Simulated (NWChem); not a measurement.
# One shape, several levels: SnNH2F (SMILES [NH2][Sn][F])

We compute a comparison of 3 runs (HF/def2-SVPD, PBE0/def2-SVP, CCSD(T)/STO-3G) of SnNH2F. 

Program for the calculation: NWChem 7.3.0.

**1. Starting point**

SnNH2F has 5 atoms, charge 0, and is taken as a singlet. As SMILES, `[NH2][Sn][F]`. Geometry: relaxed at PBE0-D4/def2-TZVP. This is one conformer, not always the lowest.

Bond lengths: N1–Sn2 2.003 Å, Sn2–F3 1.951 Å, N1–H4 1.008 Å, N1–H5 1.010 Å. Angles: N1–Sn2–F3 92.0°, Sn2–N1–H4 126.2°, Sn2–N1–H5 121.8°, H4–N1–H5 112.0°.

**2. Energy and gradient at HF/def2-SVPD (core potential) (run 1)**

File nw.nw:

```
start nw
title "FH2NSn gradient"
memory 2200 mb

geometry units angstrom noautosym nocenter noautoz
 N     -0.302900     0.495500    -0.393300
 Sn     0.338900    -0.053700     1.423200
 F      0.966900    -1.775900     0.754300
 H     -0.746800     1.369300    -0.629100
 H     -0.206200    -0.108900    -1.196600
end

basis spherical bse
 * library def2-SVPD
end

ecp bse
 Sn library def2-SVPD
end

scf
 thresh 1e-08
 maxiter 80
end

task scf gradient
```

The run is started by

```bash
nwchem nw.nw > nw.out
```

Log:

```text
[...]
  functions       =    91
[...]
  wavefunction    = RHF
[...]
         Total SCF energy =   -368.343496778424
      One-electron energy =   -841.516045820323
      Two-electron energy =    347.864415082922
 Nuclear repulsion energy =    125.308133958978
        Time for solution =     12.3s
[...]
                         RHF ENERGY GRADIENTS
    atom               coordinates                        gradient
                 x          y          z           x          y          z
   1 N      -0.572398   0.936359  -0.743229    0.003452  -0.002108   0.011501
   2 Sn      0.640428  -0.101478   2.689458    0.000152  -0.003560  -0.006653
   3 F       1.827176  -3.355964   1.425420   -0.001261   0.003869   0.002195
   4 H      -1.411247   2.587602  -1.188827   -0.003502   0.006996  -0.001640
   5 H      -0.389661  -0.205791  -2.261246    0.001159  -0.005198  -0.005403
[...]
```

Wall time 18 s (1 thread of Intel Xeon 6975P-C (Granite Rapids), shared host); peak memory 0.095 GiB.

**3. Energy and gradient at PBE0/def2-SVP (core potential) (run 2)**

File mol.nw:

```
start mol
memory stack 880 mb heap 220 mb global 1100 mb
charge 0

geometry noautosym nocenter noautoz
N       -0.302900       0.495500      -0.393300
Sn       0.338900      -0.053700       1.423200
F        0.966900      -1.775900       0.754300
H       -0.746800       1.369300      -0.629100
H       -0.206200      -0.108900      -1.196600
end

basis "ao basis" spherical bse
* library def2-SVP
end

ecp bse
Sn library def2-SVP
end

dft
xc pbe0
grid xfine
convergence energy 1e-08
iterations 100
mulliken
print medium
end

task dft gradient
```

The run is started by

```bash
nwchem mol.nw > mol.out
```

Log:

```text
[...]
          Wavefunction type:  closed shell.
          No. of atoms     :     5
          No. of electrons :    40
[...]
          Charge           :     0
          Spin multiplicity:     1
[...]
          AO basis - number of functions:    64
[...]
              XC Information
              --------------
                         PBE0 Method XC Functional
                     Hartree-Fock (Exact) Exchange  0.250
          PerdewBurkeErnzerhof Exchange Functional  0.750
            Perdew 1991 LDA Correlation Functional  1.000 local
           PerdewBurkeErnz. Correlation Functional  1.000 non-local
[...]
 d= 0,ls=0.0,diis     1   -369.7648274477 -4.95D+02  2.72D-02  7.90D-01     1.5
[...]
 d= 0,ls=0.0,diis     8   -369.8674991931 -5.07D-09  2.04D-06  1.43D-08    10.2
         Total DFT energy =     -369.867499193063
      One electron energy =     -842.188875663916
           Coulomb energy =      383.109650672472
    Exchange-Corr. energy =      -36.096408160597
 Nuclear repulsion energy =      125.308133958978
[...]
  wavefunction    = closed shell
                         DFT ENERGY GRADIENTS
    atom               coordinates                        gradient
                 x          y          z           x          y          z
   1 N      -0.572398   0.936359  -0.743229    0.000253  -0.000518   0.000091
   2 Sn      0.640428  -0.101478   2.689458   -0.000487  -0.003459  -0.009381
   3 F       1.827176  -3.355964   1.425420   -0.001990   0.005553   0.002321
   4 H      -1.411247   2.587602  -1.188827    0.002776  -0.005305   0.001811
   5 H      -0.389661  -0.205791  -2.261246   -0.000552   0.003728   0.005158
[...]
```

Wall time 14 s (1 thread of Intel Xeon 6975P-C (Granite Rapids), shared host); peak memory 0.13 GiB.

**4. The energy at CCSD(T)/STO-3G (run 3)**

File mol.nw:

```
START mol
TITLE "FH2NSn"
memory 2200 mb
charge 0

GEOMETRY units angstrom noautosym nocenter noautoz
   N    -0.302900    0.495500   -0.393300
   Sn    0.338900   -0.053700    1.423200
   F     0.966900   -1.775900    0.754300
   H    -0.746800    1.369300   -0.629100
   H    -0.206200   -0.108900   -1.196600
END

BASIS "ao basis" spherical bse
   * library STO-3G
END

SCF
   thresh 1e-08
   maxiter 80
END

CCSD
   freeze core 20
   maxiter 60
END

TASK ccsd(t)
```

The run is started by

```bash
nwchem mol.nw > mol.out
```

Log:

```text
[...]
  functions       =    39
[...]
  wavefunction    = RHF
[...]
         Total SCF energy =  -6116.230920153588
      One-electron energy =  -8976.227375197201
      Two-electron energy =   2603.598709453423
 Nuclear repulsion energy =    256.397745590189
        Time for solution =      2.6s
[...]
 Total MP2 energy:          -6116.328122720612555
[...]
             energy      energy      error      ampl     ampl      Block
                                                time     time      time
[...]
 Total CCSD energy:          -6116.351198057074726
[...]
 Total CCSD+T(CCSD) energy:          -6116.361208708055528
[...]
 Total CCSD(T) energy:               -6116.358981742419928
[...]
```

Wall time 10 s (1 thread of Intel Xeon 6975P-C (Granite Rapids), shared host); peak memory 0.11 GiB.

**5. Overview of the runs**

```csv
run,level,core potential,iteration cap,energy (Eh),dipole moment (D),HOMO energy (eV),LUMO energy (eV),wall time
1,HF/def2-SVPD (core potential),def2-SVPD,80,-368.343497,3.12,-10.10,0.72,18 s
2,PBE0/def2-SVP (core potential),def2-SVP,100,-369.867499,2.85,-7.40,-1.65,14 s
3,CCSD(T)/STO-3G,–,80,-6116.358982,–,-5.50,5.45,10 s
```

**6. What came out**

```
                                           quantity           value
                                run 3: total energy  -6116.35898 Eh
         run 3: HOMO energy (Hartree–Fock orbitals)        -5.50 eV
         run 3: LUMO energy (Hartree–Fock orbitals)         5.45 eV
       run 3: HOMO–LUMO gap (Hartree–Fock orbitals)        10.95 eV
run 3: correlation energy (20 core orbitals frozen)      -128.1 mEh
                              run 3: (T) correction       -7.78 mEh
```

In words: Some runs of one species differ in core potentials or relativity; totals across that change don't compare. In run 3 the basis is minimal, so the values are rough. In run 3 relativity is left out where basis or elements ask for it. All runs together took 43 s, the longest 18 s.
